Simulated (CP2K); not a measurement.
# WAu under changes of volume

One of the cells (24.622 Å³/atom); the others are scaled copies at fixed shape and fractional positions:

```
CELL_PARAMETERS angstrom
4.11424 0.00000 0.00000
2.05712 3.56304 0.00000
2.05712 1.18768 3.35927
ATOMIC_POSITIONS crystal
W 0.00000 0.00000 0.00000
Au 0.75000 0.75000 0.75000
```

The cell was built by a generator and needn't be a form met in nature.

* Program: CP2K 2026.2
* Functional: PBE
* Potentials or basis: POTENTIAL_UZH W GTH-PBE-q14, Au GTH-PBE-q11; TZVP-MOLOPT-PBE-GTH basis
* Density cutoff: 6803 eV
* k mesh: 8 × 8 × 8
* Occupations: fermi-dirac, width 0.05 eV
* Spin: no spin polarisation

| volume (Å³/atom) | energy over the lowest point (meV/atom) | pressure (GPa) |
| --- | --- | --- |
| 23.145 | ? | ? |
| 23.637 | 26.12 | 7.3 |
| 24.130 | 8.75 | 4.2 |
| 24.622 | 0.37 | 1.4 |
| 25.115 | 0.00 | -1.0 |
| 25.607 | 6.73 | -3.2 |
| 26.099 | 19.76 | -5.2 |

What does the run at 23.145 Å³/atom give?

Energy over the lowest point 53.63 meV/atom; pressure 10.8 GPa.

Worked out: A Birch-Murnaghan fit of order 3 (a polynomial in V^(-2/3)) to the other rows has its minimum at 24.89 Å³/atom with B0 = V·E''(V) = 123 GPa and B' = 4.9. It gives 53.57 meV/atom at 23.145 Å³/atom, against the run's 53.63, and -dE/dV = 10.7 GPa, against 10.8.

Energies are extrapolated to zero smearing.

Caveats: with these potentials and basis sets, volumes of gold and of layered tellurides can stand 1.5 % and more from those of plane-wave programs; the basis of atomic orbitals isn't converged, which shifts pressures, moduli and gaps.
